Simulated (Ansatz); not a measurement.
# CuPdS2: the cost of one run

Method: DFT LDA+U (U = 2 eV, J = 0.7 eV on Cu d, Pd d), plane waves, PAW, in Ansatz 0.2.0.

1 further run of the same task is left out (it didn't finish). Runs told in other sessions of the task aren't counted.

## (1) The starting structure

Symmetry: R-3m, No. 166, trigonal system. Conventional cell: a = 3.636 Å, b = 3.636 Å, c = 19.801 Å, α = 90.00°, β = 90.00°, γ = 120.00°. Cu (site symmetry -3m) has 6 S at 2.89 Å in its first shell of neighbours. Pd (site symmetry -3m) has 6 S at 2.48 Å in its first shell of neighbours. S (site symmetry 3m) is surrounded by 3 Pd at 2.48 Å and 3 Cu at 2.89 Å.

As a file:

```
Cu Pd S
1.0
     1.81807    1.04967    6.60030
    -1.81807    1.04967    6.60030
     0.00000   -2.09933    6.60030
Cu Pd S
1 1 2
Direct
  0.50000 0.50000 0.50000
  0.00000 0.00000 0.00000
  0.26670 0.26670 0.26670
  0.73330 0.73330 0.73330
```

## (2) Ferromagnetic start, free, symmetry kept, no search

input.yaml reads:

```yaml
crystal:
  lattice:
    - [1.81807353, 1.04966524, 6.60030067]
    - [-1.81807353, 1.04966524, 6.60030067]
    - [0.0, -2.09933048, 6.60030067]
  atoms:
    - { symbol: Cu, position: [0.5, 0.5, 0.5], spin: 1.0 }
    - { symbol: Pd, position: [0.0, 0.0, 0.0], spin: 2.0 }
    - { symbol: S, position: [0.2667, 0.2667, 0.2667] }
    - { symbol: S, position: [0.7333, 0.7333, 0.7333] }
basis:
  ecutwfc: 420
  ecutrho_ratio: 4
kpoints:
  mp_grid: { grid: [6, 6, 6] }
hamiltonian:
  xc: lda
  hubbard:
    sites:
      - { site: 0, l: d, u: 2.0, j: 0.7 }
      - { site: 1, l: d, u: 2.0, j: 0.7 }
scf:
  occupations: { method: gaussian, width: 0.05 }
  lower_state_search: "off"
  max_iter: 150
output:
  forces: true
  stress: true
  eigenvalues: true
  populations: true
  hubbard: { sites: [{ site: 0, l: d }, { site: 1, l: d }] }
magnetization:
  spin_polarized: true
```

Command:

```sh
$ ansatz run input.yaml --threads 2 --pin off --max-ram 3072MiB --backend cpu --events-out ev --progress --plain --runs-dir out
```

What time and memory should one allow on 2 threads of Arm Neoverse N1, shared host?

About 16 s, with a peak of 0.47 GiB.
